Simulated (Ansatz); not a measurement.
# C2H4ClFOSi: the cost of one run

Method: RKS PBE-D4/def2-SVP, in Ansatz 0.2.0.

## (1) The system as given

Bond lengths: F1–C2 1.351 Å, C2–C3 1.468 Å, C3–Cl4 1.727 Å, C2–O5 1.432 Å, C2–Si6 1.866 Å, O5–Si6 1.671 Å, C3–H7 1.146 Å, C3–H8 1.099 Å, Si6–H9 1.500 Å, Si6–H10 1.488 Å. Angles (14 of 19 angles, heavy atoms first): F1–C2–C3 115.0°, F1–C2–O5 119.6°, F1–C2–Si6 117.4°, C3–C2–O5 115.5°, C3–C2–Si6 119.1°, O5–C2–Si6 59.1°, C2–C3–Cl4 113.4°, C2–O5–Si6 73.5°, C2–Si6–O5 47.4°, C2–C3–H7 113.5°, C2–C3–H8 111.6°, Cl4–C3–H7 105.3°, Cl4–C3–H8 109.5°, C2–Si6–H9 121.6°.

Coordinates:

```xyz
10

F    -1.8685   -0.3238    0.2707
C    -0.5883   -0.0578   -0.0701
C     0.2424   -1.2398   -0.3313
Cl   -0.3725   -2.2435   -1.5951
O    -0.2954    1.0908   -0.8743
Si    0.2011    1.4589    0.6778
H     1.3151   -0.9855   -0.6428
H     0.3859   -1.8410    0.5771
H    -0.6236    2.5680    1.2608
H     1.6869    1.5225    0.7303
```

## (2) Relaxing end A

File input.yaml:

```yaml
crystal:
  periodic: [false, false, false]
  atoms:
    - { symbol: F, position_ang: [-1.8685, -0.3238, 0.2707] }
    - { symbol: C, position_ang: [-0.5883, -0.0578, -0.0701] }
    - { symbol: C, position_ang: [0.2424, -1.2398, -0.3313] }
    - { symbol: Cl, position_ang: [-0.3725, -2.2435, -1.5951] }
    - { symbol: O, position_ang: [-0.2954, 1.0908, -0.8743] }
    - { symbol: Si, position_ang: [0.2011, 1.4589, 0.6778] }
    - { symbol: H, position_ang: [1.3151, -0.9855, -0.6428] }
    - { symbol: H, position_ang: [0.3859, -1.841, 0.5771] }
    - { symbol: H, position_ang: [-0.6236, 2.568, 1.2608] }
    - { symbol: H, position_ang: [1.6869, 1.5225, 0.7303] }
basis:
  gaussian: { orbitals: def2-SVP }
hamiltonian:
  xc: pbe
  dispersion: d4
relax:
  f_tol: 0.02
  max_steps: 50
output:
  orbitals: {}
```

On the command line:

```
$ ansatz run input.yaml --threads 2 --pin off --max-ram 3072MiB --backend cpu --events-out ev --progress --plain --runs-dir out
```

**Question.** How long does this run take on 2 threads of AMD EPYC 9R45 (Zen 5), shared host, and how much memory does it need?

About 7.5 s, with a peak of 0.2 GiB.
